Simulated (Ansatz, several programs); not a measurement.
ZnS (wurtzite), relaxed with PBE in Ansatz (plane waves, PAW): space group P6_3mc (No. 186), hexagonal; a = 3.845 Å, c = 6.305 Å in the conventional setting, 20.18 Å³ an atom. Zn is surrounded by 4 S at 2.36 Å; S is surrounded by 4 Zn at 2.36 Å. The cell was then scaled with its shape and fractional coordinates held, which makes it stiffer than a relaxed compression. Calculated for a static, non-magnetic cell.

```tsv
V (Å³/atom)	E (meV/atom)
18.972	17.68
20.183	0.00
20.788	3.66
21.394	14.02
```

**Question.** Pass a cubic E = c₀ + c₁u + c₂u² + c₃u³, with u = V − 20.334 Å³, through these points.

**Answer.** c₀ = 0.22, c₁ = +3.051, c₂ = 10.387, c₃ = -0.9286 (meV and Å³).

**Question.** Where is the minimum, and what bulk modulus follows?

**Answer.** dE/du = 0 at u = -0.144, so V₀ = 20.19 Å³. B = V₀ d²E/dV² = 20.19 × (2c₂ + 6c₃u) = 20.19 × 21.577 = 436 meV/Å³, and 1 meV/Å³ is 0.16022 GPa: 70 GPa. A third-order Birch-Murnaghan fit to all five points gives 20.19 Å³ and 69 GPa.

**Question.** Predict the energy and the pressure at the withheld volume, 19.577 Å³.

**Answer.** With u = -0.757: E ≈ 4.27 meV and P = −dE/dV ≈ +2.29 GPa. The run gives 4.21 meV and, from its stress, +2.27 GPa.
